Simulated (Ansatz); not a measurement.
**ClFGeH₄OSi: one species, many methods**

How much do the methods differ for ClFGeH₄OSi? The plan is to run it at one geometry with functionals of several rungs and with coupled cluster. The yardstick is the atomisation energy at the CCSD(T) limit.

The runs use Ansatz 0.2.0, Gaussian basis; functionals in def2-TZVPP, the program's frozen cores in correlated methods.

Levels to be run: LDA (SPW92), PBE-D4, revPBE-D4, BLYP-D4, r2SCAN-D4, B97M-V, PBE0-D4, B3LYP-D4, r2SCANh-D4, r2SCAN0-D4, HSE06-D4, BHLYP-D4, CAM-B3LYP-D4, LC-ωPBE, ωB97X-V, ωB97M-V, B2PLYP, PBE-QIDH; CCSD(T)/def2-SVP; CCSD(T)/def2-TZVPP; MP2/def2-QZVPP; extrapolation to the limit; RPA on PBE.

## (1) Structure used throughout

An earlier PBE0-D4 in a triple-zeta def2 set relaxation fixed the geometry.

SMILES `F[SiH2][O][GeH2][Cl]`, 9 atoms, charge 0, spin multiplicity 1.

Atoms are counted from 1 here; the program's logs count them from 0.

Bond lengths: F1–Si2 1.597 Å, Si2–O3 1.623 Å, Si2–H6 1.477 Å, Si2–H7 1.479 Å, O3–Ge4 1.763 Å, Ge4–Cl5 2.146 Å, Ge4–H8 1.529 Å, Ge4–H9 1.528 Å. Angles: F1–Si2–O3 109.6°, F1–Si2–H6 107.9°, F1–Si2–H7 106.9°, O3–Si2–H6 107.7°, O3–Si2–H7 111.5°, H6–Si2–H7 113.1°, Si2–O3–Ge4 137.7°, O3–Ge4–Cl5 107.7°, O3–Ge4–H8 109.1°, O3–Ge4–H9 106.7°, Cl5–Ge4–H8 108.1°, Cl5–Ge4–H9 108.6°, H8–Ge4–H9 116.3°.

## (2) LDA

This LDA is Slater exchange with PW92 correlation.

in.yaml reads:

```yaml
crystal:
  periodic: [false, false, false]
  atoms:
    - {symbol: F, position_ang: [-1.920727, 1.225275, 0.372356]}
    - {symbol: Si, position_ang: [-0.435957, 1.151470, 0.955411]}
    - {symbol: O, position_ang: [0.199988, -0.308902, 0.645088]}
    - {symbol: Ge, position_ang: [0.497346, -1.329832, -0.761584]}
    - {symbol: Cl, position_ang: [1.006067, -0.046404, -2.405197]}
    - {symbol: H, position_ang: [-0.516886, 1.303087, 2.422452]}
    - {symbol: H, position_ang: [0.337296, 2.229281, 0.302400]}
    - {symbol: H, position_ang: [-0.789261, -2.074422, -1.120550]}
    - {symbol: H, position_ang: [1.710535, -2.195850, -0.427376]}
basis:
  gaussian: {orbitals: def2-TZVPP}
hamiltonian: {xc: lda}
output: {orbitals: {seedname: orbitals}}
```

After this run come: PBE-D4 (GGA); revPBE-D4 (GGA); BLYP-D4 (GGA); r2SCAN-D4 (meta-GGA); B97M-V (meta-GGA); PBE0-D4 (hybrid); B3LYP-D4 (hybrid); r2SCANh-D4 (hybrid); r2SCAN0-D4 (hybrid); HSE06-D4 (hybrid); BHLYP-D4 (hybrid); CAM-B3LYP-D4 (range-separated); LC-ωPBE (range-separated); ωB97X-V (range-separated); ωB97M-V (range-separated); B2PLYP (double hybrid); PBE-QIDH (double hybrid); CCSD(T) in def2-SVP; CCSD(T) in def2-TZVPP; MP2 in def2-QZVPP; RPA on PBE orbitals.

Q: Predict the results of all the runs planned. Wanted: atomisation energy, CCSD(T)/CBS; farthest beyond LDA; mean size of error, GGA; mean size of error, meta-GGA; mean size of error, hybrid; mean size of error, range-separated; mean size of error, double hybrid; gap, smallest and largest; T1 diagnostic.

The runs gave:

```
                               quantity                                              value
        atomisation energy, CCSD(T)/CBS                                          31.866 eV
    functionals within 0.319 eV (1.0 %)  r2SCAN-D4, B97M-V, CAM-B3LYP-D4, ωB97X-V, ωB97M-V
                    farthest beyond LDA                               BHLYP-D4 (-1.279 eV)
                mean size of error, GGA                                           0.741 eV
           mean size of error, meta-GGA                                           0.103 eV
             mean size of error, hybrid                                           0.779 eV
    mean size of error, range-separated                                           0.295 eV
      mean size of error, double hybrid                                           0.641 eV
              gap, smallest and largest          6.22 eV (LDA (SPW92)), 13.91 eV (LC-ωPBE)
                          T1 diagnostic                                             0.0113
triples share of the correlation energy                                              3.4 %
```

What this shows: The LDA atomisation energy is off by 3.953 eV (12 %): it overbinds. PBE-D4 misses by -0.347 eV. Double hybrids carry the basis error of their MP2 part in triple zeta, and no dispersion term here, so their miss is partly the set-up's. The rungs meta-GGA, range-separated miss on average by less than the doubt on the reference (0.319 eV), so they tie. Misses under about 0.319 eV are within the doubt on the reference itself, which lacks core-valence correlation, relativity and higher excitations, and its outer-core shells are covered unevenly. Hartree-Fock recovers 73 % of the binding; the rest is correlation. CCSD(T) in def2-SVP is off by -2.745 eV, more than most functionals: a good method in a small basis is no reference. The gap grows from 6.2 to 13.9 eV across the functionals, mostly with the share of exact exchange. Correlated methods include outer-core shells of Ge, which these sets cover unevenly.
